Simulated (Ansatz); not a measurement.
# F2H4N2Ti: small, medium and large basis sets

An exercise on one series of results from a longer session: the logs are not shown, and one member is left open.

Program: Ansatz 0.2.0, Gaussian basis. Level of theory: one geometry, several basis sets. These are calculated values, not measurements.

The runs, in order: PBE0-D4/def2-SVP; ωB97M-V/def2-SVP; PBE0-D4/def2-QZVPP; ωB97M-V/def2-QZVPP; the functionals' def2-TZVPP values are taken from earlier runs.

**Structure used throughout**

All runs share one geometry, relaxed beforehand with PBE0-D4 in a triple-zeta def2 set.

9 atoms, charge 0, spin multiplicity 1.

Atoms are counted from 1 here; the program's logs count them from 0.

Bond lengths: N1–Ti2 1.871 Å, N1–H6 1.008 Å, N1–H7 1.011 Å, Ti2–N3 1.864 Å, Ti2–F4 1.769 Å, Ti2–F5 1.769 Å, N3–H8 1.011 Å, N3–H9 1.011 Å. Angles: Ti2–N1–H6 126.1°, Ti2–N1–H7 123.1°, H6–N1–H7 110.8°, N1–Ti2–N3 106.2°, N1–Ti2–F4 109.2°, N1–Ti2–F5 109.2°, N3–Ti2–F4 110.5°, N3–Ti2–F5 110.5°, F4–Ti2–F5 111.1°, Ti2–N3–H8 124.4°, Ti2–N3–H9 124.3°, H8–N3–H9 110.5°.

The first run:

File in.yaml:

```yaml
crystal:
  periodic: [false, false, false]
  atoms:
    - {symbol: N, position_ang: [-1.242704, 0.648852, -0.680145]}
    - {symbol: Ti, position_ang: [0.418568, -0.189400, -0.486227]}
    - {symbol: N, position_ang: [0.684950, -0.398471, 1.346460]}
    - {symbol: F, position_ang: [0.372437, -1.763966, -1.290364]}
    - {symbol: F, position_ang: [1.675464, 0.842656, -1.181267]}
    - {symbol: H, position_ang: [-1.858291, 0.927585, 0.068339]}
    - {symbol: H, position_ang: [-1.641756, 0.883620, -1.579242]}
    - {symbol: H, position_ang: [0.467565, -1.240560, 1.862314]}
    - {symbol: H, position_ang: [1.212267, 0.243385, 1.923033]}
basis:
  gaussian: {orbitals: def2-SVP}
hamiltonian: {xc: pbe0, dispersion: d4}
output: {orbitals: {seedname: orbitals}}
```

Among the steps run: PBE0-D4 in def2-SVP; ωB97M-V in def2-SVP; PBE0-D4 in def2-QZVPP; ωB97M-V in def2-QZVPP.

One of the session's tables, all rows but one given; the rest of the session is left out.

It belongs to the step «Density functionals: the series». 

| functional | basis | HOMO (eV) |
| --- | --- | --- |
| PBE0-D4 | def2-SVP | -7.51 |
| PBE0-D4 | def2-TZVPP | -7.80 |
| PBE0-D4 | def2-QZVPP | -7.82 |
| ωB97M-V | def2-SVP | ? |
| ωB97M-V | def2-TZVPP | -10.18 |
| ωB97M-V | def2-QZVPP | -10.21 |

**Question.** Estimate the row for ωB97M-V, def2-SVP.

**Answer.** HOMO (eV): -9.88. In the column «HOMO (eV)» it lies between ωB97M-V, def2-TZVPP (-10.18) and PBE0-D4, def2-QZVPP (-7.82).
